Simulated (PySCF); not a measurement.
**One shape, several levels: C2H6Zn (dimethylzinc)**

Wanted: a comparison of 6 runs (B3LYP/cc-pVDZ, BLYP/cc-pVDZ, PBE/cc-pVDZ, SVWN5/cc-pVDZ, TPSS/cc-pVDZ, CCSD(T)/cc-pVDZ) of C2H6Zn (dimethylzinc). 

The calculation is run with PySCF 2.14.0.

## Step 1: The system as given

C2H6Zn has 9 atoms, charge 0, and is taken as a singlet. SMILES: `[CH3][Zn][CH3]`. The coordinates come from a PBE0-D4/def2-TZVP relaxation.

Bond lengths: C1–Zn2 1.943 Å, Zn2–C3 1.943 Å, C1–H4 1.093 Å, C1–H5 1.093 Å, C1–H6 1.093 Å, C3–H7 1.093 Å, C3–H8 1.093 Å, C3–H9 1.093 Å. Some angles: C1–Zn2–C3 180.0°, Zn2–C1–H4 111.1°, Zn2–C1–H5 111.1°, Zn2–C1–H6 111.1°, Zn2–C3–H7 111.1°, Zn2–C3–H8 111.1°, Zn2–C3–H9 111.1°, H4–C1–H5 107.8°, H4–C1–H6 107.8°, H5–C1–H6 107.8°.

## Step 2: The energy at B3LYP/cc-pVDZ (run 1)

The input, run.py:

```python
from pyscf import gto, dft

mol = gto.M(
    atom='''
C     -0.934300     1.300600    -1.087000
Zn     0.010100    -0.005000    -0.002000
C      0.954000    -1.310800     1.083200
H     -1.806900     0.853700    -1.571000
H     -0.287700     1.703200    -1.871400
H     -1.283400     2.139700    -0.479300
H      0.467300    -2.288700     1.035600
H      1.985500    -1.434900     0.742600
H      0.983900    -1.004000     2.132200
''',
    charge=0,
    max_memory=1860,
    basis='cc-pvdz',
    verbose=3,
)

mf = dft.RKS(mol, xc='b3lyp')
mf.conv_tol = 1e-10
mf.grids.level = 5
mf.kernel()
if not mf.converged:
    mf = mf.newton().run(mf.mo_coeff, mf.mo_occ)

e_final = mf.e_tot
print('E(%s) = %.9f' % ('B3LYP', e_final))
```

Run with:

```console
$ OMP_NUM_THREADS=1 python run.py
```

What it wrote:

```text
converged SCF energy = -1859.30360051338
E(B3LYP) = -1859.303600513
```

Wall time 23 s (1 thread of Intel Xeon at 2.70GHz, shared host); peak memory 0.52 GiB.

## Step 3: The energy at BLYP/cc-pVDZ (run 2)

The input, input.py:

```python
from pyscf import gto, dft

system = gto.M(
    atom='''
C     -0.934300     1.300600    -1.087000
Zn     0.010100    -0.005000    -0.002000
C      0.954000    -1.310800     1.083200
H     -1.806900     0.853700    -1.571000
H     -0.287700     1.703200    -1.871400
H     -1.283400     2.139700    -0.479300
H      0.467300    -2.288700     1.035600
H      1.985500    -1.434900     0.742600
H      0.983900    -1.004000     2.132200
''',
    verbose=3,
    basis='cc-pvdz',
    max_memory=1860,
)

mf = dft.RKS(system, xc='blyp')
mf.conv_tol = 1e-10
mf.grids.level = 5
mf.kernel()
if not mf.converged:
    mf = mf.newton().run(mf.mo_coeff, mf.mo_occ)

e_tot = mf.e_tot
print('Final energy', e_tot)
```

Run with:

```console
$ OMP_NUM_THREADS=1 python input.py
```

What it wrote:

```text
converged SCF energy = -1859.27300019913
Final energy -1859.2730001991342
```

Wall time 24 s (1 thread of Intel Xeon at 2.70GHz, shared host); peak memory 0.52 GiB.

Run 3 isn't shown in full; the table further down has it.

## Step 4: The energy at SVWN5/cc-pVDZ (run 4)

The input, run.py:

```python
from pyscf import gto, dft

mol = gto.Mole()
mol.atom = '''
C   -0.934300   1.300600  -1.087000
Zn   0.010100  -0.005000  -0.002000
C    0.954000  -1.310800   1.083200
H   -1.806900   0.853700  -1.571000
H   -0.287700   1.703200  -1.871400
H   -1.283400   2.139700  -0.479300
H    0.467300  -2.288700   1.035600
H    1.985500  -1.434900   0.742600
H    0.983900  -1.004000   2.132200
'''
mol.max_memory = 1860
mol.basis = 'cc-pvdz'
mol.verbose = 3
mol.build()

calc0 = dft.RKS(mol)
calc0.xc = 'svwn'
calc0.conv_tol = 1e-10
calc0.grids.level = 5
calc0.kernel()
if not calc0.converged:
    calc0 = calc0.newton().run(calc0.mo_coeff, calc0.mo_occ)

energy = calc0.e_tot
print('E(%s) = %.9f' % ('SVWN5', energy))
```

Run with:

```console
$ OMP_NUM_THREADS=1 python run.py
```

What it wrote:

```text
converged SCF energy = -1855.58683545948
E(SVWN5) = -1855.586835459
```

Wall time 14 s (1 thread of Intel Xeon at 2.70GHz, shared host); peak memory 0.35 GiB.

Run 5 isn't shown in full; the table further down has it.

## Step 5: The energy at CCSD(T)/cc-pVDZ (run 6)

The input, calc.py:

```python
from pyscf import gto, scf, cc

molecule = gto.Mole()
molecule.atom = '''
C   -0.934300   1.300600  -1.087000
Zn   0.010100  -0.005000  -0.002000
C    0.954000  -1.310800   1.083200
H   -1.806900   0.853700  -1.571000
H   -0.287700   1.703200  -1.871400
H   -1.283400   2.139700  -0.479300
H    0.467300  -2.288700   1.035600
H    1.985500  -1.434900   0.742600
H    0.983900  -1.004000   2.132200
'''
molecule.max_memory = 1860
molecule.basis = 'cc-pvdz'
molecule.spin = 0
molecule.verbose = 3
molecule.build()

mf = scf.RHF(molecule)
mf.conv_tol = 1e-10
mf.kernel()
if not mf.converged:
    mf = mf.newton().run(mf.mo_coeff, mf.mo_occ)

mycc = cc.CCSD(mf, frozen=7)
mycc.kernel()
e_t = mycc.ccsd_t()
etot = mycc.e_tot + e_t
print(f'total energy: {etot:.8f} hartree')
```

Run with:

```console
$ OMP_NUM_THREADS=1 python calc.py
```

What it wrote:

```text
converged SCF energy = -1857.05263149824
E(CCSD) = -1857.964092183702  E_corr = -0.9114606854648531
CCSD(T) correction = -0.0220666375942511
total energy: -1857.98615882 hartree
```

Wall time 71 s (1 thread of Intel Xeon at 2.70GHz, shared host); peak memory 0.79 GiB.

## Step 6: All runs side by side

| run | level | integration grid | frozen core orbitals | energy (Eh) | dipole moment (D) of the reference | HOMO energy (eV) | LUMO energy (eV) | wall time |
| --- | --- | --- | --- | --- | --- | --- | --- | --- |
| 1 | B3LYP/cc-pVDZ | 5 | – | -1859.303601 | 0.00 | -6.82 | -0.06 | 23 s |
| 2 | BLYP/cc-pVDZ | 5 | – | -1859.273000 | 0.00 | -5.73 | -0.46 | 24 s |
| 3 | PBE/cc-pVDZ | 5 | – | -1858.859033 | 0.00 | -5.91 | -0.49 | 24 s |
| 4 | SVWN5/cc-pVDZ | 5 | – | -1855.586835 | 0.00 | -6.08 | -0.65 | 14 s |
| 5 | TPSS/cc-pVDZ | 5 | – | -1859.278644 | 0.00 | -5.95 | -0.34 | 35 s |
| 6 | CCSD(T)/cc-pVDZ | – | 7 | -1857.986159 | 0.00 | -9.77 | 2.26 | 71 s |

## Step 7: What came out

```
                                          quantity           value
                               run 6: total energy  -1857.98616 Eh
       run 6: dipole moment (Hartree–Fock density)          0.00 D
        run 6: HOMO energy (Hartree–Fock orbitals)        -9.77 eV
        run 6: LUMO energy (Hartree–Fock orbitals)         2.26 eV
      run 6: HOMO–LUMO gap (Hartree–Fock orbitals)        12.03 eV
run 6: correlation energy (7 core orbitals frozen)      -933.5 mEh
                             run 6: (T) correction      -22.07 mEh
                              run 6: T1 diagnostic           0.014
```

**Reading.** Over runs 1, 2, 3, 4, 5 the HOMO–LUMO gap runs from 5.27 eV (BLYP/cc-pVDZ) to 6.76 eV (B3LYP/cc-pVDZ). Totals of different functionals can't be ranked against each other. All runs together took 3.2 min, the longest 71 s.
